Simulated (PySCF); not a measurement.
# H2O3Si2: the cost of one run

Method: relaxation, pbe, def2-tzvp, and further levels as typed in the inputs, in PySCF 2.14.0.

### Step 1. Starting point

Bond lengths: H1–O2 0.970 Å, O2–Si3 1.680 Å, Si3–O4 1.718 Å, O4–Si5 1.718 Å, Si3–O6 1.718 Å, Si5–O6 1.718 Å, Si5–H7 0.970 Å. Angles: H1–O2–Si3 95.9°, O2–Si3–O4 139.6°, O2–Si3–O6 127.0°, O4–Si3–O6 90.0°, Si3–O4–Si5 90.0°, O4–Si5–O6 90.0°, O4–Si5–H7 112.4°, O6–Si5–H7 142.1°, Si3–O6–Si5 90.0°.

As a file:

```xyz
7

H     0.7890   -2.0220    0.7908
O     0.4403   -2.5620    0.0643
Si   -0.3342   -1.3014   -0.7315
O    -0.5534    0.3968   -0.5884
Si   -0.9189    0.4909   -2.2646
O    -0.6996   -1.2073   -2.4078
H    -0.6431    1.3341   -2.6568
```

### Step 2. Relaxation: H2O3Si2, charge +1

File run.py:

```python
from pyscf import gto, dft
from pyscf.geomopt.geometric_solver import optimize
mol = gto.M(atom="mol.xyz", basis="def2-tzvp", charge=1, spin=1, verbose=4)
mf = dft.UKS(mol, xc="pbe").density_fit().run(conv_tol=1e-9)
for i in range(6):  # look for a lower solution of the same spin
    mo, _, ok, _ = mf.stability(return_status=True)
    if ok: break
    mf.kernel(mf.make_rdm1(mo, mf.mo_occ))
print(f"converged SCF energy = {mf.e_tot:.10f}, stable: {ok}")
mf = mf.newton()  # steadier than the usual iterations for open shells
m = optimize(mf, maxsteps=60)
print("optimised structure (A):")
for k in range(m.natm): print(m.atom_symbol(k), *(f"{x:.8f}" for x in m.atom_coords(unit="A")[k]))
```

Launch:

```sh
$ python run.py
```

**Question.** How long does this run take on 3 threads of Arm Neoverse N1, shared host?

About 12 min.
